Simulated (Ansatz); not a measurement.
# CH4Cl2SSn: a ladder of functionals and wavefunction methods

The task here is to estimate one member of a computed series from the others.

The runs use Ansatz 0.2.0, Gaussian basis; functionals in def2-TZVPP, the program's frozen cores in correlated methods.

The runs, in order: LDA (SPW92), PBE-D4, revPBE-D4, BLYP-D4, r2SCAN-D4, B97M-V, PBE0-D4, B3LYP-D4, r2SCANh-D4, r2SCAN0-D4, HSE06-D4, BHLYP-D4, CAM-B3LYP-D4, LC-ωPBE, ωB97X-V, ωB97M-V, B2PLYP, PBE-QIDH; CCSD(T)/def2-SVP; CCSD(T)/def2-TZVPP; MP2/def2-QZVPP; extrapolation to the limit; RPA on PBE.

### Structure used throughout

The geometry comes from an earlier relaxation with PBE0-D4 in a triple-zeta def2 set; it is a stationary point, not always the lowest conformer. Sn takes the def2 core potential; no spin-orbit term is included.

SMILES `C[S][SnH]([Cl])[Cl]`, 9 atoms, charge 0, spin multiplicity 1.

Atoms are counted from 1 here; the program's logs count them from 0.

Bond lengths: C1–S2 1.819 Å, C1–H6 1.089 Å, C1–H7 1.090 Å, C1–H8 1.089 Å, S2–Sn3 2.361 Å, Sn3–Cl4 2.322 Å, Sn3–Cl5 2.322 Å, Sn3–H9 1.695 Å. Angles: S2–C1–H6 111.1°, S2–C1–H7 105.8°, S2–C1–H8 111.1°, H6–C1–H7 109.2°, H6–C1–H8 110.5°, H7–C1–H8 109.2°, C1–S2–Sn3 98.9°, S2–Sn3–Cl4 108.6°, S2–Sn3–Cl5 108.6°, S2–Sn3–H9 115.4°, Cl4–Sn3–Cl5 103.8°, Cl4–Sn3–H9 109.9°, Cl5–Sn3–H9 109.9°.

Set-up of the first run:

File in.yaml:

```yaml
crystal:
  periodic: [false, false, false]
  atoms:
    - {symbol: C, position_ang: [0.913347, -1.112771, -0.769320]}
    - {symbol: S, position_ang: [0.812149, -0.810680, 1.021538]}
    - {symbol: Sn, position_ang: [-0.747323, 0.962085, 1.005700]}
    - {symbol: Cl, position_ang: [-2.667236, 0.251040, -0.090211]}
    - {symbol: Cl, position_ang: [0.070939, 2.655432, -0.356556]}
    - {symbol: H, position_ang: [1.285437, -0.234005, -1.294015]}
    - {symbol: H, position_ang: [1.623702, -1.929981, -0.892108]}
    - {symbol: H, position_ang: [-0.052780, -1.415750, -1.170300]}
    - {symbol: H, position_ang: [-1.149834, 1.588430, 2.528173]}
basis:
  gaussian: {orbitals: def2-TZVPP}
hamiltonian: {xc: lda}
output: {orbitals: {seedname: orbitals}}
```

Launch:

```sh
$ ansatz run in.yaml --threads 2 --pin off --events-out ev --progress --plain --max-ram 32768MiB --backend cpu
```

Among the steps run: LDA; PBE-D4 (GGA); revPBE-D4 (GGA); BLYP-D4 (GGA); r2SCAN-D4 (meta-GGA); B97M-V (meta-GGA); B3LYP-D4 (hybrid); r2SCANh-D4 (hybrid); r2SCAN0-D4 (hybrid); HSE06-D4 (hybrid); BHLYP-D4 (hybrid); CAM-B3LYP-D4 (range-separated); LC-ωPBE (range-separated); ωB97X-V (range-separated); ωB97M-V (range-separated); B2PLYP (double hybrid); PBE-QIDH (double hybrid).

One of the session's tables, all rows but one given; the rest of the session is left out.

It belongs to the step «Frontier levels by functional». 

```
  functional  HOMO (eV)  LUMO (eV)  gap (eV)
 LDA (SPW92)      -6.40      -2.98      3.43
      PBE-D4      -6.29      -2.71      3.58
   revPBE-D4      -6.24      -2.61      3.63
     BLYP-D4      -6.13      -2.64      3.49
   r2SCAN-D4          ?          ?         ?
      B97M-V      -6.66      -2.43      4.23
     PBE0-D4      -7.52      -1.81      5.72
    B3LYP-D4      -7.28      -2.10      5.18
  r2SCANh-D4      -7.02      -2.18      4.84
  r2SCAN0-D4      -7.70      -1.69      6.01
    HSE06-D4      -7.12      -2.18      4.94
    BHLYP-D4      -8.62      -0.84      7.78
CAM-B3LYP-D4      -8.85      -0.81      8.03
     LC-ωPBE     -10.25       0.40     10.65
     ωB97X-V      -9.89       0.29     10.17
     ωB97M-V      -9.71       0.16      9.88
```

**Question.** Estimate the row for r2SCAN-D4.

Worked estimate for «HOMO (eV)». Against the share of exact exchange, r2SCANh-D4 (0.1, -7.02), r2SCAN0-D4 (0.25, -7.70) give a slope of -4.53 per unit share; at 0 the line stands at -6.57.

As computed: HOMO (eV): -6.57; LUMO (eV): -2.51; gap (eV): 4.06. In «HOMO (eV)» the line misses by 0.00.
